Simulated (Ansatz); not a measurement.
Predict the output of the script below (the Ansatz DFT code, driven from Python).

The script, `x2c_brna.py`:
```python
import ansatz as az
import numpy as np

molecule = (
    az.Crystal.molecule()
    .atom("Na", (0.0, 0.0, 0.0))
    .atom("Br", (0.0, 0.0, 2.79))
)

job = molecule.calculation()
job = job.functional("B3LYP")
job = job.charge(1)
job = job.spin("collinear", total=1)
job = job.forces()
sets = {"none": "cc-pVTZ", "scalar": "cc-pVTZ-DK"}
found = {kind: job.basis(gaussian=basis).pseudopotentials(relativity=kind).run(threads=1, pin="off").report for kind, basis in sets.items()}
for kind, each in found.items():
    dipole = 4.803205 * np.linalg.norm(each["charge_distribution"]["dipole_moment_e_ang"])
    print(f"{kind:7s} E = {each['free_energy_ev']:.4f} eV  dipole {dipole:.3f} D  largest force component {np.abs(each['forces_ev_ang']).max():.4f} eV/A")
print(f"relativity lowers the total energy by {found['none']['free_energy_ev'] - found['scalar']['free_energy_ev']:.3f} eV")
```

```console
$ python x2c_brna.py
none    E = -74458.4970 eV  dipole 8.370 D  largest force component 0.2436 eV/A
scalar  E = -75337.4353 eV  dipole 8.357 D  largest force component 0.2314 eV/A
relativity lowers the total energy by 878.938 eV
```

What to keep in mind:
- Total energies depend on the basis set; only differences at equal settings carry meaning.
- The geometry is a force-field or estimated start, not a minimum of this method. The basis set changes with the Hamiltonian (a set recontracted for scalar relativity), and most of the change in the total lies in the cores.
- The species is open-shell (spin multiplicity 2).
- An ion's dipole depends on the origin; the program takes it about the centre of nuclear charge.
- b3lyp holds the VWN-RPA fit, as in Gaussian; the form of ORCA and Turbomole is b3lyp5.
- The spin state was assumed, and another may lie lower.
- Run time: 14 s on 1 thread of Arm Neoverse V1 (shared host), peak memory 0.24 GiB.
